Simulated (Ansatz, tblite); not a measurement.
AlN: GFN2-xTB, run from Python

These are simulated results from tblite 0.8.0, not measurements. The cell was built from a prototype and was relaxed with r2SCAN in plane waves (Ansatz 0.2.0). Not every such cell is a known phase. All runs are without spin polarisation.

The symmetry is P6_3mc (No. 186, hexagonal); a = 3.107 Å, c = 4.979 Å in the conventional setting, 10.40 Å³ an atom. Al has 4 N at 1.89–1.90 Å; N has 4 Al at 1.89–1.90 Å.

tblite solves periodic systems at the zone centre alone, so the script builds a cluster of 4×4×2 conventional cells (128 atoms), which folds in a coarse mesh of k points.

run.py reads:

```python
import json
from ase import Atoms
from ase.build import make_supercell
from ase.units import Bohr, GPa, Hartree
from tblite.interface import Calculator

atoms = Atoms(['Al', 'Al', 'N', 'N'],
              cell=[[3.106694, 0.0, 0.0], [-1.553347, 2.690476, -0.0], [0.0, -0.0, 4.978592]],
              scaled_positions=[[0.333333, 0.666667, -0.003295], [0.666667, 0.333333, 0.496705], [0.333333, 0.666667, 0.378295], [0.666667, 0.333333, 0.878295]],
              pbc=True)
cluster = make_supercell(atoms, [[4, 0, 0], [0, 4, 0], [0, 0, 2]])
calc = Calculator('GFN2-xTB', cluster.numbers, cluster.positions / Bohr, lattice=cluster.cell[:] / Bohr, periodic=cluster.pbc)
calc.set('temperature', 0.02 / Hartree)
calc.set('max-iter', 150)
res = calc.singlepoint()
levels = res.get('orbital-energies') * Hartree
nv = round(res.get('orbital-occupations').sum() / 2)
cells = len(cluster) // len(atoms)
out = {'energy_per_cell': res.get('energy') * Hartree / cells, 'homo': levels[nv - 1], 'lumo': levels[nv],
       'stress': (-res.get('virial') * Hartree / cluster.get_volume() / GPa).tolist(), 'charges': res.get('charges')[:len(atoms)].tolist(), 'electrons': 2 * nv / cells}
json.dump(out, open('results.json', 'w'))
for key, value in out.items():
    print(key, value)
```

Command: `python run.py`. It took 29 s on 1 thread of Arm Neoverse N1 (shared host), peak memory 0.19 GiB.

Output:

```
------------------------------------------------------------
  cycle        total energy    energy error   density error
------------------------------------------------------------
      1     -241.9950803856  -2.4418655E+02   4.6958668E-01
      2     -260.2629667965  -1.8267886E+01   2.0581774E-01
      3     -261.1376806268  -8.7471383E-01   9.5535722E-02
      4     -261.2622508240  -1.2457020E-01   3.6057511E-02
      5     -260.4282330332   8.3401779E-01   7.6567198E-02
      6     -260.8925079616  -4.6427493E-01   5.6761291E-02
      7     -261.1543377622  -2.6182980E-01   3.6336983E-02
      8     -261.3334675794  -1.7912982E-01   3.5160883E-03
      9     -261.3344836699  -1.0160905E-03   4.2045283E-04
     10     -261.3344931998  -9.5298976E-06   1.9807826E-04
     11     -261.3344931727   2.7047122E-08   1.2545032E-04
     12     -261.3344916395   1.5331951E-06   1.5180690E-04
     13     -261.3344942709  -2.6313645E-06   4.5577036E-05
     14     -261.3344944136  -1.4270017E-07   2.4257223E-05
     15     -261.3344944035   1.0028600E-08   2.3227458E-05
     16     -261.3344944300  -2.6438272E-08   1.3816198E-05
------------------------------------------------------------

 total:                                  27.934 sec
energy_per_cell -222.22730654428608
homo -13.771971067542994
lumo -11.23409559826511
stress [[4.750414995510012, -0.0014913086255038412, -5.439357216455938e-06], [-0.0014913086255040646, 4.748682479779878, 3.1404142924860955e-06], [-5.439357216256329e-06, 3.1404142923685904e-06, 7.186682885709009]]
charges [0.30417806804453207, 0.3041807558186195, -0.304176285483186, -0.3041750952227791]
electrons 16.0
```

The cycle table is in hartree for the whole cluster, and the lines after it are in eV (the energy for one cell). The printed stress is in GPa and positive in compression, and the pressure is its mean diagonal.

GFN2-xTB gives a gap of 2.54 eV. On the same cell, plane-wave PBE (Ansatz, 12×12×6 k points and the special points) gives a gap of 4.23 eV and r2SCAN a gap of 4.88 eV; on shared hosts these took about 8.7 and 19 core-seconds on the 4-atom cell, against 29 for the script. Semilocal gaps usually lie below measured ones. xTB was fitted to molecules, so gaps, charges and pressures of solids can be far off, and the gap also depends on the size of the cluster.

The same script was run on cells scaled at fixed shape and fractional coordinates:

```csv
volume (Å³/atom),energy (meV/atom),"pressure (GPa, positive in compression)",gap (eV)
9.15,152.4,37.37,3.22
9.78,45.6,18.52,2.86
10.40,0.0,5.56,2.54
11.03,-2.0,-3.80,2.26
11.65,26.5,-10.48,2.01
```

A Birch-Murnaghan fit puts the minimum at 10.74 Å³/atom, 3.3 % above the given cell, with a bulk modulus of 157 GPa at fixed shape.

xTB was fitted mostly to molecules, and a small cluster samples few k points, so gaps, pressures and kinks along a curve can be far from a solid's.
